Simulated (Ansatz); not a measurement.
# Cd4SnO2: the cost of one run

Method: DFT PBE, scalar-relativistic, plane waves, PAW, unless a step names another level, in Ansatz 0.2.0.

1 further run of the same task is left out (set aside as unsound or not needed).

### Step 1. Starting point

It takes space group P-3m1 (No. 164, trigonal). The conventional cell has a = 3.169 Å, b = 3.169 Å, c = 17.422 Å, α = 90.00°, β = 90.00°, γ = 120.00°. Cd (site symmetry 3m) is surrounded by 9 Cd at 3.17 to 3.26 Å. Cd (site symmetry 3m) is surrounded by 12 Cd at 3.17 to 3.26 Å. Sn (site symmetry -3m) is surrounded by 6 O at 2.11 Å. O (site symmetry 3m) has 3 Sn at 2.11 Å as nearest neighbours.

Structure file:

```
Cd Sn O
1.0
     3.16926    0.00000    0.00000
    -1.58463    2.74466    0.00000
     0.00000    0.00000   17.42165
Cd Sn O
4 1 2
Direct
  0.33333 0.66667 0.73146
  0.66667 0.33333 0.26854
  0.33333 0.66667 0.42375
  0.66667 0.33333 0.57625
  0.00000 0.00000 0.00000
  0.33333 0.66667 0.06056
  0.66667 0.33333 0.93944
```

It came out lowest among 25 distinct ends of the trial cells. At a tolerance of 0.05 Å it has space group P-3m1 (No. 164).

### Step 2. A stricter relaxation, on the response runs' mesh and smearing

Contents of input.yaml:

```yaml
crystal:
  lattice:
    - [3.1692593725, 0.0, 0.0]
    - [-1.5846296862, 2.7446591277, 0.0]
    - [0.0, 0.0, 17.4216451402]
  atoms:
    - { symbol: Cd, position: [0.3333333333, 0.6666666667, 0.7314633003] }
    - { symbol: Cd, position: [0.6666666667, 0.3333333333, 0.2685366997] }
    - { symbol: Cd, position: [0.3333333333, 0.6666666667, 0.4237453493] }
    - { symbol: Cd, position: [0.6666666667, 0.3333333333, 0.5762546507] }
    - { symbol: Sn, position: [0.0, 0.0, 0.0] }
    - { symbol: O, position: [0.3333333333, 0.6666666667, 0.0605617195] }
    - { symbol: O, position: [0.6666666667, 0.3333333333, 0.9394382805] }
basis:
  ecutwfc: 420
kpoints:
  mp_grid: { grid: [12, 12, 2] }
hamiltonian:
  xc: pbe
scf:
  occupations: { method: gaussian, width: 0.1 }
output:
  forces: true
  stress: true
  eigenvalues: true
relax:
  adjacent_minimum: "off"
  f_tol: 0.001
  max_steps: 60
  cell: { stress_tol: 0.01 }
```

The run is started by

```console
> ansatz run input.yaml --threads 3 --pin off --max-ram 7680MiB --backend cpu --events-out ev --progress --plain --runs-dir out
```

**Question.** How long does this run take on 3 threads of Intel Xeon 6975P-C (Granite Rapids), shared host, and how much memory does it need?

About 15 s, with a peak of 0.72 GiB.
